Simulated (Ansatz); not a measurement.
# C4H4Si (SMILES C#C[SiH2]C#C) at r2SCAN/cc-pVDZ

What is the electronic atomisation energy of C4H4Si at r2SCAN/cc-pVDZ? 

The calculation is run with Ansatz 0.2.0.

42 further runs of the same task are left out: 42 set aside as unsound or not needed.

## (1) The structure to begin with

C4H4Si: 9 atoms, total charge 0, spin state singlet. As SMILES, `C#C[SiH2]C#C`. The shape is that of a PBE0-D4/def2-TZVP optimisation.

Bond lengths: C1–C2 1.205 Å, C2–Si3 1.821 Å, Si3–C4 1.821 Å, C4–C5 1.206 Å, C1–H6 1.066 Å, Si3–H7 1.481 Å, Si3–H8 1.481 Å, C5–H9 1.066 Å. Angles: C1–C2–Si3 179.3°, C2–Si3–C4 109.7°, Si3–C4–C5 179.3°, C2–C1–H6 179.8°, C2–Si3–H7 109.3°, C2–Si3–H8 109.3°, C4–Si3–H7 109.3°, C4–Si3–H8 109.3°, C4–C5–H9 179.8°, H7–Si3–H8 109.9°.

## (2) The energy at r2SCAN/cc-pVDZ

in.yaml reads:

```yaml
crystal:
  periodic: [false, false, false]
  atoms:
    - {symbol: C, position_ang: [1.986100, -0.068000, 1.693000]}
    - {symbol: C, position_ang: [1.245000, -0.318200, 0.775800]}
    - {symbol: Si, position_ang: [0.139500, -0.713800, -0.616400]}
    - {symbol: C, position_ang: [-1.252900, 0.459600, -0.648400]}
    - {symbol: C, position_ang: [-2.180600, 1.228700, -0.681700]}
    - {symbol: H, position_ang: [2.639600, 0.155600, 2.505100]}
    - {symbol: H, position_ang: [0.896100, -0.611400, -1.885800]}
    - {symbol: H, position_ang: [-0.384600, -2.089300, -0.450100]}
    - {symbol: H, position_ang: [-2.999800, 1.910300, -0.708600]}
basis:
  gaussian:
    orbitals: cc-pVDZ
hamiltonian:
  xc: r2scan
output: {orbitals: {seedname: orbitals}}
accuracy: high
magnetization:
  spin_polarized: false
  initial_magnetization: 0
```

Launch:

```sh
$ ansatz run in.yaml --threads 1 --pin off --max-ram 3480MiB --events-out events.jsonl --progress --plain --runs-dir runs
```

The log of the run:

```text
Warning: RAYON_NUM_THREADS=1 ignored (pool sized by the plan → 1); use --threads N
Functional definition: r2SCAN
  name "r2SCAN"
  parameter k0 = 0.174
  parameter k1 = 0.065
  parameter a1 = 4.9479
  exchange = r2scan_x(k0 = k0, k1 = k1, a1 = a1)
  correlation = r2scan_c
2067 factors; integrals over basis functions are off by at most 4.4e-9 eV
mean field evaluation 1: about -12076.5328 eV, gradient 5.0e1 eV
mean field evaluation 2: about -12074.3639 eV, gradient 5.7e1 eV
mean field evaluation 4: about -12083.7041 eV, gradient 3.0e0 eV
mean field evaluation 8: about -12083.7252 eV, gradient 1.8e-1 eV
mean field evaluation 16: about -12083.7253 eV, gradient 1.4e-5 eV
mean field -12083.72528982 eV, -444.0687137578 hartree, gradient 1.9e-8 eV, S^2 0.000000; 0 other end points of the search recorded, 0 dependent functions left out
reference -12083.72529064 eV, -444.0687137879 hartree; 21, 21 occupied and 73, 73 virtual orbitals, 2067 factors
Total energy: -12083.72529064 eV, -444.0687137879 hartree
```

Wall time 4.5 s (1 thread of AMD EPYC 9R45 (Zen 5), shared host); peak memory 0.32 GiB.

## (3) The C atom at the same level

run.yaml reads:

```yaml
crystal:
  periodic: [false, false, false]
  atoms:
    - {symbol: C, position_ang: [0.000000, 0.000000, 0.000000]}
basis:
  gaussian: {orbitals: cc-pVDZ}
magnetization: {spin_polarized: true, initial_magnetization: 2}
hamiltonian: {xc: r2scan}
accuracy: high
```

Launch:

```sh
$ ansatz run run.yaml --threads 1 --pin off --max-ram 3480MiB --events-out events.jsonl --progress --plain --runs-dir runs
```

The log of the run (excerpt; [...] marks lines left out):

```text
Warning: RAYON_NUM_THREADS=1 ignored (pool sized by the plan → 1); use --threads N
[... 7 set-up lines as earlier in the session ...]
96 factors; integrals over basis functions are off by at most 2.2e-9 eV
mean field evaluation 1: about -1029.1950 eV, gradient 4.1e0 eV
mean field evaluation 2: about -1029.2933 eV, gradient 1.3e0 eV
mean field evaluation 4: about -1029.3045 eV, gradient 3.4e-1 eV
mean field evaluation 8: about -1029.3053 eV, gradient 6.3e-5 eV
mean field evaluation 16: about -1029.3043 eV, gradient 1.3e-1 eV
mean field -1029.30529721 eV, -37.8262719844 hartree, gradient 9.3e-9 eV, S^2 2.004549; 1 other end points of the search recorded, 0 dependent functions left out
reference -1029.30529789 eV, -37.8262720094 hartree; 4, 2 occupied and 10, 12 virtual orbitals, 96 factors
Total energy: -1029.30529789 eV, -37.8262720094 hartree
```

Wall time 0.42 s (1 thread of AMD EPYC 9R45 (Zen 5), shared host).

## (4) The H atom, same level

run.yaml reads:

```yaml
crystal:
  periodic: [false, false, false]
  atoms:
    - {symbol: H, position_ang: [0.000000, 0.000000, 0.000000]}
basis:
  gaussian: {orbitals: cc-pVDZ}
magnetization: {spin_polarized: true, initial_magnetization: 1}
hamiltonian: {xc: {name: r2SCAN}}
accuracy: high
```

Launch:

```sh
$ ansatz run run.yaml --threads 1 --pin off --max-ram 3480MiB --events-out events.jsonl --progress --plain --runs-dir runs
```

The log of the run (excerpt; [...] marks lines left out):

```text
Warning: RAYON_NUM_THREADS=1 ignored (pool sized by the plan → 1); use --threads N
[... 7 set-up lines as earlier in the session ...]
15 factors; integrals over basis functions are off by at most 4.6e-8 eV
mean field evaluation 1: about -13.5843 eV, gradient 1.7e-3 eV
mean field evaluation 2: about -13.5842 eV, gradient 3.3e-3 eV
mean field evaluation 4: about -13.5842 eV, gradient 2.7e-5 eV
mean field -13.58415338 eV, -0.4992084292 hartree, gradient 6.9e-9 eV, S^2 0.750000; 0 other end points of the search recorded, 0 dependent functions left out
reference -13.58415426 eV, -0.4992084615 hartree; 1, 0 occupied and 4, 5 virtual orbitals, 15 factors
Total energy: -13.58415426 eV, -0.4992084615 hartree
```

It took 0.14 s on 1 thread of AMD EPYC 9R45 (Zen 5), shared host.

## (5) The Si atom

molecule.yaml reads:

```yaml
crystal:
  periodic: [false, false, false]
  atoms:
    - {symbol: Si, position_ang: [0.000000, 0.000000, 0.000000]}
basis:
  gaussian:
    orbitals: cc-pVDZ
magnetization:
  spin_polarized: true
  initial_magnetization: 2
hamiltonian:
  xc: r2scan
accuracy: high
```

Run the same way, it converges to -289.33884 Eh (log not shown).

## (6) Outcome

At r2SCAN/cc-pVDZ:

| quantity | value |
| --- | --- |
| molecule: total energy | -444.06871 Eh |
| molecule: HOMO energy | -7.15 eV |
| molecule: LUMO energy | -0.95 eV |
| molecule: HOMO–LUMO gap | 6.20 eV |
| C atom: total energy | -37.82627 Eh |
| C atom: ⟨S²⟩ | 2.005 |
| H atom: total energy | -0.49921 Eh |
| H atom: ⟨S²⟩ | 0.750 |
| Si atom: total energy | -289.33884 Eh |
| Si atom: ⟨S²⟩ | 2.007 |
| electronic atomisation energy | 38.856 eV |

Taking the molecule apart into free atoms costs 38.86 eV (896 kcal/mol), before zero-point energy and without spin-orbit coupling.
